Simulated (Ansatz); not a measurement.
# Si₃PH₉: basis-set convergence

An exercise on one series of results from a longer session: the logs are not shown, and one member is left open.

Program: Ansatz 0.2.0, Gaussian basis. Level of theory: one geometry, several basis sets. These are calculated values, not measurements.

Plan: PBE0-D4/def2-SVP; ωB97M-V/def2-SVP; PBE0-D4/def2-QZVPP; ωB97M-V/def2-QZVPP; CCSD(T)/cc-pV(D+d)Z; CCSD(T)/cc-pV(T+d)Z; MP2/cc-pV(Q+d)Z; the functionals' def2-TZVPP values are taken from earlier runs.

## Structure used throughout

The geometry comes from an earlier relaxation with PBE0-D4 in a triple-zeta def2 set; it is a stationary point, not always the lowest conformer.

SMILES `[SiH3]P([SiH3])[SiH3]`, 13 atoms, charge 0, spin multiplicity 1.

Atoms are counted from 1 here; the program's logs count them from 0.

Bond lengths: Si1–P2 2.246 Å, Si1–H5 1.486 Å, Si1–H6 1.488 Å, Si1–H7 1.486 Å, P2–Si3 2.246 Å, P2–Si4 2.246 Å, Si3–H8 1.488 Å, Si3–H9 1.486 Å, Si3–H10 1.486 Å, Si4–H11 1.486 Å, Si4–H12 1.488 Å, Si4–H13 1.486 Å. Angles: P2–Si1–H5 108.3°, P2–Si1–H6 112.9°, P2–Si1–H7 108.3°, H5–Si1–H6 109.0°, H5–Si1–H7 109.3°, H6–Si1–H7 109.0°, Si1–P2–Si3 96.1°, Si1–P2–Si4 96.1°, Si3–P2–Si4 96.1°, P2–Si3–H8 112.9°, P2–Si3–H9 108.3°, P2–Si3–H10 108.3°, H8–Si3–H9 109.0°, H8–Si3–H10 109.0°, H9–Si3–H10 109.3°, P2–Si4–H11 108.3°, P2–Si4–H12 112.9°, P2–Si4–H13 108.3° and more.

Set-up of the first run:

Input file in.yaml:

```yaml
crystal:
  periodic: [false, false, false]
  atoms:
    - {symbol: Si, position_ang: [-1.173891, 1.450236, -0.493191]}
    - {symbol: P, position_ang: [0.702537, 0.307633, -0.957725]}
    - {symbol: Si, position_ang: [1.525974, 0.341554, 1.131091]}
    - {symbol: Si, position_ang: [-0.220765, -1.734422, -0.816741]}
    - {symbol: H, position_ang: [-2.080459, 1.357214, -1.667029]}
    - {symbol: H, position_ang: [-1.884103, 0.933031, 0.708235]}
    - {symbol: H, position_ang: [-0.810278, 2.872730, -0.263799]}
    - {symbol: H, position_ang: [0.526254, -0.070669, 2.153801]}
    - {symbol: H, position_ang: [2.687393, -0.583564, 1.191016]}
    - {symbol: H, position_ang: [1.981916, 1.723738, 1.431291]}
    - {symbol: H, position_ang: [0.871001, -2.742605, -0.821377]}
    - {symbol: H, position_ang: [-1.040441, -1.915147, 0.412399]}
    - {symbol: H, position_ang: [-1.085137, -1.939728, -2.007981]}
basis:
  gaussian: {orbitals: def2-SVP}
hamiltonian: {xc: pbe0, dispersion: d4}
output: {orbitals: {seedname: orbitals}}
```

On the command line:

```sh
> ansatz run in.yaml --threads 2 --pin off --events-out ev --progress --plain --max-ram 32768MiB --backend cpu
```

Among the steps run: PBE0-D4 in def2-SVP; ωB97M-V in def2-SVP; PBE0-D4 in def2-QZVPP; ωB97M-V in def2-QZVPP.

One table of the session follows, with a row left open; its other results are not shown here.

```
functional       basis  HOMO (eV)  LUMO (eV)
   PBE0-D4    def2-SVP      -7.45       0.06
   PBE0-D4  def2-TZVPP          ?          ?
   PBE0-D4  def2-QZVPP      -7.47      -0.33
   ωB97M-V    def2-SVP      -9.43       1.91
   ωB97M-V  def2-TZVPP      -9.49       1.42
   ωB97M-V  def2-QZVPP      -9.50       1.13
```

Q: Estimate the row for PBE0-D4, def2-TZVPP from the others.

The run gave: HOMO (eV): -7.46; LUMO (eV): -0.21. In the column «HOMO (eV)» it lies between PBE0-D4, def2-QZVPP (-7.47) and PBE0-D4, def2-SVP (-7.45).
